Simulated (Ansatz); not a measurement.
Working through a projected density of states of MgZrF6, space group Fm-3m

With Ansatz 0.2.0 through its Python package.

Notebook, run cell by cell (the value of a cell's last expression is shown):

In [1]:
```python
import warnings

import ansatz as az
import numpy as np
```

In [2]:
```python
warnings.simplefilter('ignore', az.DeckWarning)

vectors = np.array([
    [0.0, 3.98802, 3.98802],
    [3.98802, 0.0, 3.98802],
    [3.98802, 3.98802, 0.0],
])
xtal = (
    az.Lattice.of(vectors)
    .atom('Mg', (0.5, 0.5, 0.5))
    .atom('Zr', (0.0, 0.0, 0.0))
    .atom('F', (0.74762, 0.25238, 0.25238))
    .atom('F', (0.25238, 0.74762, 0.74762))
    .atom('F', (0.25238, 0.74762, 0.25238))
    .atom('F', (0.74762, 0.25238, 0.74762))
    .atom('F', (0.25238, 0.25238, 0.74762))
    .atom('F', (0.74762, 0.74762, 0.25238))
)
```

In [3]:
```python
model = xtal.calculation()
model = model.kpoints(4).basis(21 * az.Ha)
model = model.occupations(az.OccupationsMethod.FIXED)
model = model.functional('r2SCAN', dispersion='d3bjatm')
model = model.scf(extra_bands=22)
model = model.density_of_states(projected=True, method='smearing', broadening_width=0.15, energy_step=0.1)
session = model.session()
planned = session.plan(threads=1)
done = planned.execute()
r = done.report
```

In [4]:
```python
{key: value for key, value in r.items() if isinstance(value, (int, float)) and 'ev' in key}
```
Out [4]:
```text
{'gap_by_band_count_ev': 7.579373327572286,
 'fermi_energy_ev': -0.7998062515320461,
 'harris_foulkes_ev': -10994.689641843728,
 'free_energy_ev': -10994.689641879906,
 'internal_energy_ev': -10994.689641879906,
 'lagrangian_ev': -10994.689641879906,
 'energy_sigma0_ev': -10994.689641879906,
 'lagrangian_sigma0_ev': -10994.689641879906,
 'entropy_ts_ev': 0.0,
 'loop_fermi_energy_ev': -0.7998062515156212,
 'occupations_fermi_energy_ev': -0.7998062515320461}
```

In [5]:
```python
dos = done.density_of_states()
energy = np.asarray(dos.energies_ev) - dos.fermi_ev
curves = {}
for site in done.projected_density_of_states().sites:
    for shell in site.shells:
        weight = sum(np.sum(curve.g_bin_mean_per_ev, axis=0) for curve in shell.curves)
        name = f'{site.species} {shell.label}'
        curves[name] = curves.get(name, 0) + weight
```

In [6]:
```python
step = energy[1] - energy[0]
windows = [(-8, -4), (-4, 0), (0, 4)]
print('states by shell in windows of E - E_F (eV):', windows)
for name, g in curves.items():
    print(f'{name:8s}', ' '.join(f'{step * g[(energy >= a) & (energy < b)].sum():8.3f}' for a, b in windows))
filled = (energy < 0) & (energy > -8)
for name, g in curves.items():
    if g[filled].sum() * step > 0.5:
        print(f'centre of {name}: {np.average(energy[filled], weights=g[filled]):.2f} eV')
```
```text
states by shell in windows of E - E_F (eV): [(-8, -4), (-4, 0), (0, 4)]
Mg 2S       0.000    0.001    0.000
Mg 3S       0.003    0.150    0.000
Mg 2P       0.000    0.001    0.000
Zr 4S       0.000    0.030    0.000
Zr 5S       0.000    0.076    0.000
Zr 4P       0.000    0.150    0.000
Zr 4D       0.004    1.467    0.000
F 2S        0.000    0.089    0.000
F 2P        0.028   33.444    0.367
centre of Zr 4D: -2.31 eV
centre of F 2P: -1.40 eV
```

What to keep in mind:
- Total energies depend on the potentials; only differences at equal settings carry meaning. A total without «per atom» is that of the cell as typed.
- No spin polarisation was allowed.
- Semilocal gaps usually lie well under measured ones.
- The Fermi level of a run with fixed occupations marks the highest occupied state on its mesh, not mid-gap.
- Only differences from the Fermi energy are physical; the zero of the scale is a convention.
- The crystal has a gap of about 7.58 eV on the mesh; any density of states at or just above the Fermi level is the tail of the broadening.
- The structure comes from a database of computed cells and needn't be a stable or known phase.
- Gaps and levels are Kohn-Sham values on a finite set of k-points, without spin-orbit coupling.
- Curves are summed over the cell's atoms. Only shells that the potentials hold have channels, so projections don't add up to the total, least of all where a shell is missing (p of most metals); heights and places of peaks move with the mesh.
- The density of states is complete only as far up as bands were computed.
- A band centre counts only the states inside the window taken.
- Run time: 7.3 s on 1 thread of Arm Neoverse V2, with other jobs on the host, peak memory 0.75 GiB.

(Lines on the test bed's own set-up are left out of the output.)
